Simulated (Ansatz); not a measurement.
# Cl4H2SSn: the cost of one run

Program: Ansatz 0.2.0. Level of theory: RKS PBE0-D4/def2-SVP. These are calculated values, not measurements.

## 1. The structure to begin with

Bond lengths: Sn1–Cl2 2.760 Å, Sn1–Cl3 2.410 Å, Sn1–Cl4 2.408 Å, Sn1–Cl5 2.408 Å, Sn1–S6 2.740 Å, S6–H7 1.400 Å. Angles: Cl2–Sn1–Cl3 109.4°, Cl2–Sn1–Cl4 109.5°, Cl2–Sn1–Cl5 109.5°, Cl2–Sn1–S6 71.6°, Cl3–Sn1–Cl4 109.5°, Cl3–Sn1–Cl5 109.5°, Cl3–Sn1–S6 178.9°, Cl4–Sn1–Cl5 109.5°, Cl4–Sn1–S6 70.0°, Cl5–Sn1–S6 70.0°, Sn1–S6–H7 109.5°.

As a file:

```xyz
8

Sn    0.0000    0.0000    0.0000
Cl    0.0000    0.0000    2.7600
Cl    2.2726    0.0000   -0.8025
Cl   -1.1351    1.9666   -0.8025
Cl   -1.1351   -1.9666   -0.8025
S    -2.6002    0.0000    0.8640
H    -3.3558   -0.8728    0.0720
H    -1.5455    0.0000    2.1899
```

## 2. Pulling towards end A

Springs on the bonds that form and break draw the guess towards this end; the thresholds are loose.

Contents of input.yaml:

```yaml
crystal:
  periodic: [false, false, false]
  atoms:
    - { symbol: Sn, position_ang: [0.0, 0.0, 0.0] }
    - { symbol: Cl, position_ang: [0.0, 0.0, 2.76] }
    - { symbol: Cl, position_ang: [2.2726, 0.0, -0.8025] }
    - { symbol: Cl, position_ang: [-1.1351, 1.9666, -0.8025] }
    - { symbol: Cl, position_ang: [-1.1351, -1.9666, -0.8025] }
    - { symbol: S, position_ang: [-2.6002, 0.0, 0.864] }
    - { symbol: H, position_ang: [-3.3558, -0.8728, 0.072] }
    - { symbol: H, position_ang: [-1.5455, 0.0, 2.1899] }
basis:
  gaussian: { orbitals: def2-SVP }
hamiltonian:
  xc: pbe0
  dispersion: d4
relax:
  f_tol: 0.15
  max_steps: 25
  restrain:
    - { distance: [0, 5], at: 3.64, k: 30.0 }
    - { distance: [7, 1], at: 2.57, k: 30.0 }
    - { distance: [0, 1], at: 2.41, k: 30.0 }
    - { distance: [7, 5], at: 1.4, k: 30.0 }
```

The run is started by

```bash
$ ansatz run input.yaml --threads 4 --pin off --max-ram 5120MiB --backend cpu --events-out ev --progress --plain --runs-dir out
```

Q: Estimate wall time and peak memory on 4 threads of Arm Neoverse V2, shared host.

About 24 s, with a peak of 0.41 GiB.
